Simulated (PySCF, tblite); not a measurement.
# C7H7F: a rotation path, then NMR shifts on frames, part 2 of 2

tblite 0.8.0 and PySCF 2.14.0. Atoms count from 0. The steps go on from the part before.

## 5. Nuclear shieldings: image 4, PBE0/pcSseg-1

Job settings and geometry (Å):

```
{"job": {"kind": "nmr", "xc": "PBE0", "basis": "pcSseg-1", "pop": false}, "charge": 0, "multiplicity": 1}
C      4.468400    -0.724700    -0.334800
C      3.340100    -0.330300    -0.191900
C      2.069600     0.116800    -0.025100
C      0.943000     0.528500     0.103400
C     -0.416200     0.970700     0.320800
F     -0.430500     1.943500     1.314700
C     -1.342000    -0.195900     0.716800
C     -2.484100    -0.370000    -0.276300
H      5.450700    -1.066900    -0.456300
H     -0.791700     1.478700    -0.579700
H     -1.738600     0.021800     1.710500
H     -0.763600    -1.120300     0.782800
H     -3.051100     0.553500    -0.368600
H     -2.096400    -0.644900    -1.255800
H     -3.162000    -1.152500     0.053500
```

Level: GIAO PBE0/pcSseg-1 NMR shielding, non-relativistic, gas phase.

What it wrote:

```text
coarse grid: 13032 points
cycle   1  E = -370.0627825629  dE =  1.111e+00  |g| = 5.905e-01  |ddm| = 3.858e+00
cycle   2  E = -370.0299372493  dE =  3.285e-02  |g| = 7.656e-01  |ddm| = 1.525e+00
cycle   3  E = -370.1277626781  dE = -9.783e-02  |g| = 1.466e-01  |ddm| = 9.404e-01
cycle   4  E = -370.1313837841  dE = -3.621e-03  |g| = 7.544e-02  |ddm| = 1.869e-01
cycle   5  E = -370.1327637313  dE = -1.380e-03  |g| = 2.016e-02  |ddm| = 6.724e-02
cycle   6  E = -370.1328540709  dE = -9.034e-05  |g| = 4.748e-03  |ddm| = 2.305e-02
cycle   7  E = -370.1328587372  dE = -4.666e-06  |g| = 1.787e-03  |ddm| = 5.180e-03
final grid: 127664 points
cycle   8  E = -370.1905673772  dE = -3.614e-05  |g| = 8.589e-03  |ddm| = 9.821e-02
cycle   9  E = -370.1905464442  dE =  2.093e-05  |g| = 1.294e-02  |ddm| = 1.967e-02
cycle  10  E = -370.1905828258  dE = -3.638e-05  |g| = 2.906e-03  |ddm| = 1.137e-02
cycle  11  E = -370.1905849902  dE = -2.164e-06  |g| = 5.505e-04  |ddm| = 2.413e-03
cycle  12  E = -370.1905850490  dE = -5.886e-08  |g| = 1.517e-04  |ddm| = 6.710e-04
cycle  13  E = -370.1905850521  dE = -3.076e-09  |g| = 4.837e-05  |ddm| = 1.742e-04
cycle  14  E = -370.1905850525  dE = -4.308e-10  |g| = 2.304e-05  |ddm| = 7.406e-05
converged SCF energy = -370.1905850525

GIAO shielding tensors (ppm)
atom      isotropic    diamagn.    paramagn.     s11        s22        s33       span
  0 C      108.686     262.263    -153.577     31.363     38.573    256.123    224.760
  1 C      113.934     247.648    -133.714     23.922     25.455    292.426    268.504
  2 C      105.011     245.868    -140.857     32.845     46.323    235.867    203.022
  3 C      108.589     260.447    -151.857     -2.436     17.026    311.178    313.613
  4 C       98.372     243.854    -145.481     65.905     87.566    141.647     75.743
  5 F      364.714     472.851    -108.137    299.863    389.579    404.699    104.836
  6 C      148.546     249.260    -100.714    123.540    144.654    177.445     53.905
  7 C      171.044     246.327     -75.283    154.495    173.302    185.336     30.841
  8 H       30.123      33.900      -3.777     25.022     25.038     40.309     15.287
  9 H       26.751      29.924      -3.173     25.533     25.830     28.891      3.359
 10 H       29.443      30.446      -1.002     25.338     29.299     33.692      8.354
 11 H       29.467      31.185      -1.718     25.143     30.392     32.866      7.723
 12 H       30.506      28.440       2.066     26.418     28.761     36.338      9.920
 13 H       30.567      29.734       0.833     26.286     29.349     36.065      9.779
 14 H       30.546      27.444       3.102     26.001     27.623     38.014     12.014
```

It took 18 s on 1 thread of Intel Xeon Platinum 8488C, shared host; peak memory 0.8 GiB.

In short: δ C4 88.6, C2 81.9, C3 78.3, C0 78.2, H9 4.97, H10 2.27 ppm.

## 6. NMR shieldings: image 6, PBE0/pcSseg-1

Job settings and geometry (Å):

```
{"job": {"kind": "nmr", "xc": "PBE0", "basis": "pcSseg-1", "pop": false}, "charge": 0, "multiplicity": 1}
C      4.281600    -0.806200    -0.545500
C      3.186000    -0.367600    -0.307900
C      1.951300     0.127500    -0.036900
C      0.854500     0.583300     0.175600
C     -0.461100     1.077600     0.516500
F     -0.364500     1.925600     1.614400
C     -1.433200    -0.068900     0.835300
C     -2.202000    -0.507600    -0.403800
H      5.235700    -1.187300    -0.749500
H     -0.853400     1.703900    -0.298800
H     -2.128900     0.289400     1.596700
H     -0.877800    -0.911600     1.253500
H     -2.749500     0.332500    -0.826600
H     -1.523700    -0.899400    -1.159200
H     -2.919400    -1.283200    -0.149800
```

Method: GIAO PBE0/pcSseg-1 NMR shielding, non-relativistic, gas phase.

What it wrote:

```text
coarse grid: 13032 points
cycle   1  E = -370.0663028878  dE =  1.110e+00  |g| = 5.870e-01  |ddm| = 3.869e+00
cycle   2  E = -370.0359158491  dE =  3.039e-02  |g| = 7.548e-01  |ddm| = 1.485e+00
cycle   3  E = -370.1306361769  dE = -9.472e-02  |g| = 1.430e-01  |ddm| = 9.030e-01
cycle   4  E = -370.1339850618  dE = -3.349e-03  |g| = 7.487e-02  |ddm| = 1.852e-01
cycle   5  E = -370.1353356077  dE = -1.351e-03  |g| = 2.011e-02  |ddm| = 6.830e-02
cycle   6  E = -370.1354260384  dE = -9.043e-05  |g| = 4.826e-03  |ddm| = 2.247e-02
cycle   7  E = -370.1354309515  dE = -4.913e-06  |g| = 1.738e-03  |ddm| = 5.186e-03
final grid: 127664 points
cycle   8  E = -370.1933700946  dE = -3.586e-05  |g| = 8.598e-03  |ddm| = 9.073e-02
cycle   9  E = -370.1933495380  dE =  2.056e-05  |g| = 1.295e-02  |ddm| = 1.923e-02
cycle  10  E = -370.1933855584  dE = -3.602e-05  |g| = 2.836e-03  |ddm| = 1.163e-02
cycle  11  E = -370.1933875849  dE = -2.026e-06  |g| = 5.779e-04  |ddm| = 2.330e-03
cycle  12  E = -370.1933876502  dE = -6.533e-08  |g| = 1.529e-04  |ddm| = 6.553e-04
cycle  13  E = -370.1933876534  dE = -3.265e-09  |g| = 4.196e-05  |ddm| = 1.709e-04
cycle  14  E = -370.1933876538  dE = -3.314e-10  |g| = 1.893e-05  |ddm| = 6.168e-05
converged SCF energy = -370.1933876538

GIAO shielding tensors (ppm)
atom      isotropic    diamagn.    paramagn.     s11        s22        s33       span
  0 C      109.181     262.210    -153.029     31.129     38.493    257.920    226.791
  1 C      113.875     247.596    -133.721     23.966     25.519    292.141    268.175
  2 C      105.319     246.034    -140.715     31.753     44.246    239.959    208.206
  3 C      108.359     261.214    -152.855     -1.156     17.293    308.938    310.094
  4 C       98.445     243.800    -145.356     61.890     86.307    147.137     85.246
  5 F      361.544     472.275    -110.731    298.158    387.498    398.976    100.818
  6 C      149.824     248.813     -98.990    128.003    147.238    174.230     46.227
  7 C      173.518     247.213     -73.695    159.898    174.387    186.268     26.370
  8 H       30.152      33.857      -3.704     24.998     25.025     40.433     15.435
  9 H       26.730      29.422      -2.692     24.425     26.846     28.921      4.496
 10 H       29.552      30.029      -0.477     24.804     29.221     34.630      9.826
 11 H       29.521      30.848      -1.327     26.096     29.620     32.848      6.751
 12 H       30.799      28.945       1.854     26.704     28.701     36.992     10.289
 13 H       30.611      30.227       0.384     26.040     29.936     35.855      9.815
 14 H       30.506      27.730       2.776     26.116     27.512     37.890     11.774
```

Wall time 18 s (1 thread of Intel Xeon Platinum 8488C, shared host); peak memory 0.8 GiB.

In short: δ C4 88.5, C2 81.6, C3 78.6, C0 77.7, H9 4.99, H11 2.20 ppm.

## 7. NMR shieldings: image 8, PBE0/pcSseg-1

Job settings and geometry (Å):

```
{"job": {"kind": "nmr", "xc": "PBE0", "basis": "pcSseg-1", "pop": false}, "charge": 0, "multiplicity": 1}
C      4.091700    -0.860600    -0.750100
C      3.032900    -0.390400    -0.421800
C      1.839100     0.136900    -0.044900
C      0.768100     0.604200     0.257000
C     -0.504300     1.150300     0.680700
F     -0.343000     1.834400     1.880200
C     -1.558300     0.055400     0.873000
C     -1.902900    -0.621400    -0.446300
H      5.014300    -1.267000    -1.036800
H     -0.850400     1.902500    -0.045300
H     -2.447900     0.516500     1.307200
H     -1.173700    -0.677900     1.585000
H     -2.310300     0.098300    -1.153500
H     -1.016300    -1.073100    -0.886200
H     -2.643300    -1.400200    -0.284100
```

Method: GIAO PBE0/pcSseg-1 NMR shielding, non-relativistic, gas phase.

What it wrote:

```text
coarse grid: 13032 points
cycle   1  E = -370.0698309186  dE =  1.108e+00  |g| = 5.847e-01  |ddm| = 3.870e+00
cycle   2  E = -370.0412043099  dE =  2.863e-02  |g| = 7.469e-01  |ddm| = 1.404e+00
cycle   3  E = -370.1338107838  dE = -9.261e-02  |g| = 1.402e-01  |ddm| = 8.417e-01
cycle   4  E = -370.1369333658  dE = -3.123e-03  |g| = 7.469e-02  |ddm| = 1.776e-01
cycle   5  E = -370.1382699856  dE = -1.337e-03  |g| = 2.004e-02  |ddm| = 6.895e-02
cycle   6  E = -370.1383602655  dE = -9.028e-05  |g| = 4.891e-03  |ddm| = 2.194e-02
cycle   7  E = -370.1383653700  dE = -5.105e-06  |g| = 1.711e-03  |ddm| = 5.225e-03
final grid: 127664 points
cycle   8  E = -370.1962115461  dE = -3.829e-05  |g| = 8.532e-03  |ddm| = 9.473e-02
cycle   9  E = -370.1961926082  dE =  1.894e-05  |g| = 1.266e-02  |ddm| = 1.880e-02
cycle  10  E = -370.1962268740  dE = -3.427e-05  |g| = 2.816e-03  |ddm| = 1.111e-02
cycle  11  E = -370.1962288544  dE = -1.980e-06  |g| = 6.093e-04  |ddm| = 2.332e-03
cycle  12  E = -370.1962289287  dE = -7.435e-08  |g| = 1.571e-04  |ddm| = 6.668e-04
cycle  13  E = -370.1962289322  dE = -3.493e-09  |g| = 4.181e-05  |ddm| = 1.631e-04
cycle  14  E = -370.1962289326  dE = -3.420e-10  |g| = 1.801e-05  |ddm| = 6.211e-05
converged SCF energy = -370.1962289326

GIAO shielding tensors (ppm)
atom      isotropic    diamagn.    paramagn.     s11        s22        s33       span
  0 C      109.268     262.205    -152.937     31.337     38.015    258.452    227.115
  1 C      113.906     247.824    -133.919     24.112     25.498    292.106    267.993
  2 C      104.063     246.120    -142.057     31.446     40.136    240.606    209.160
  3 C      109.210     261.878    -152.668      3.692     16.224    307.714    304.022
  4 C       98.971     243.089    -144.118     60.556     85.862    150.497     89.941
  5 F      367.919     471.626    -103.707    318.784    387.161    397.812     79.028
  6 C      152.508     248.309     -95.800    133.252    154.016    170.257     37.005
  7 C      175.612     248.450     -72.838    169.420    170.506    186.911     17.491
  8 H       30.129      33.843      -3.715     24.942     24.994     40.451     15.509
  9 H       26.524      28.788      -2.265     23.978     26.493     29.101      5.123
 10 H       29.639      29.281       0.358     24.999     28.713     35.206     10.206
 11 H       29.794      30.444      -0.650     26.523     28.781     34.080      7.557
 12 H       30.994      29.553       1.441     27.045     28.494     37.442     10.397
 13 H       30.537      30.614      -0.078     25.577     30.456     35.577     10.001
 14 H       30.505      28.088       2.417     26.153     27.476     37.885     11.732
```

It took 18 s on 1 thread of Intel Xeon Platinum 8488C, shared host; peak memory 0.8 GiB.

This run: δ C4 88.0, C2 82.9, C3 77.7, C0 77.7, H9 5.19, H10 2.08 ppm.

## 8. Run by run: NMR shifts

Shifts (ppm) of some atoms, chosen among heavy atoms and hydrogens apart, with basis size and wall time:

| frame | C4 | C2 | C6 | C7 | H11 | H12 | F5 | functions | time |
| --- | --- | --- | --- | --- | --- | --- | --- | --- | --- |
| image 0 | 86.6 | 81.9 | 36.3 | 13.1 | 1.66 | 1.58 | -212.7 | 171 | 18 s |
| image 2 | 88.0 | 82.1 | 37.6 | 15.7 | 1.95 | 1.43 | -206.7 | 171 | 18 s |
| image 4 | 88.6 | 81.9 | 38.4 | 15.9 | 2.25 | 1.21 | -193.8 | 171 | 18 s |
| image 6 | 88.5 | 81.6 | 37.1 | 13.4 | 2.20 | 0.92 | -190.6 | 171 | 18 s |
| image 8 | 88.0 | 82.9 | 34.4 | 11.3 | 1.92 | 0.72 | -197.0 | 171 | 18 s |

## 9. Outcome

This closing draws on all 2 parts.

| quantity | value |
| --- | --- |
| barrier | 0.076 eV (1.8 kcal/mol) at image 4 |
| end to end (GFN2-xTB) | -0.012 eV |
| ¹³C shifts against TMS (PBE0/pcSseg-1, image 0) | 86.6, 81.9, 77.8, 77.5, 73.0, 36.3, 13.1 ppm |
| ¹H shifts against TMS (PBE0/pcSseg-1, image 0) | 5.09, 2.09, 1.66, 1.59, 1.58, 1.18, 0.89 ppm |
| ¹⁹F shifts against CFCl3 (PBE0/pcSseg-1, image 0) | -212.7 ppm |
| range of the shift of F5 | -212.7 to -190.6 ppm |

Along the band the dihedral turns by 110°, and the top (dihedral 118°) lies 1.8 kcal/mol above the start (GFN2-xTB, rough), so at room temperature this motion is fast. Ends this close can change order at a higher level. The top was not checked by a frequency run. Shifts at one fixed geometry are not the observed spectrum, which averages over the motion. In the first frame run (image 0): Shielding is most anisotropic at C3 (span 308 ppm, paramagnetic term -149 ppm). In ppm, F5 moves most: its shift spreads over 22.1 ppm, from -212.7 (image 0) to -190.6 (image 6).
